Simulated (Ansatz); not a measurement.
**ZrS+ (quartet): from Hartree-Fock to the top rungs, def2-TZVPP**

An exercise on one series of results from a longer session: the logs are not shown, and one member is left open.

Program: Ansatz 0.2.0, Gaussian basis. Level of theory: def2-TZVPP, core rule «outside noble gas», up to 9 orbitals frozen. These are calculated values, not measurements.

Plan: UHF; CCSD(T) on ROHF; CCSD(T) on UHF; CCSDT(Q) on ROHF; CCSDT(Q) on UHF.

15 further runs of the same task are left out: 10 for a known fault of the program, 5 set aside as unsound or not needed.

## The geometry

The geometry is a PBE0/def2-TZVP stationary point (not a proven minimum) of the parent state, kept for this charge and spin. No spin-orbit coupling is included. Elements past krypton take def2 core potentials.

2 atoms, charge 1, spin multiplicity 4.

Atoms are counted from 1 here; the program's logs count them from 0.

Bond lengths: Zr1–S2 2.454 Å.

Set-up of the first run:

Contents of in.yaml:

```yaml
crystal:
  periodic: [false, false, false]
  atoms:
    - {symbol: Zr, position_ang: [0.000000, 0.000000, 0.000000]}
    - {symbol: S, position_ang: [0.000000, 0.000000, 2.454200]}
basis:
  gaussian: {orbitals: def2-TZVPP}
total_charge: 1
magnetization: {spin_polarized: true, initial_magnetization: 3}
hamiltonian: {xc: hf}
output: {orbitals: {seedname: orbitals}}
```

The run is started by

```console
ansatz run in.yaml --threads 1 --pin off --events-out ev --progress --plain --max-ram 4096MiB --backend cpu
```

Steps of the session up to this table: UHF; CCSD(T) on ROHF; CCSD(T) on UHF; CCSDT(Q) on ROHF; CCSDT(Q) on UHF.

One of the session's tables, all rows but one given; the rest of the session is left out.

It belongs to the step «Misses and costs». 

| method | from RCCSDT(Q) (meV) |
| --- | --- |
| ROHF | +6026.0 |
| UHF | +5776.9 |
| RMP2 | +1013.9 |
| UMP2 | +959.0 |
| RCCSD | +389.2 |
| UCCSD | +292.8 |
| RCCSD(T) | ? |
| UCCSD(T) | -24.6 |
| RCCSDT | +20.1 |
| UCCSDT | -69.2 |
| RCCSDT(Q) | 0 |
| UCCSDT(Q) | -96.6 |

Estimate the missing values for RCCSD(T).

The run gave: from RCCSDT(Q) (meV): +62.9. In the column «from RCCSDT(Q) (meV)» it lies between RCCSDT (+20.1) and UCCSD (+292.8).

Caveats from the session: Restricted and unrestricted rows rest on different reference determinants; where their highest levels disagree by more than a few hundredths of an eV, they describe different states and don't form one ladder.
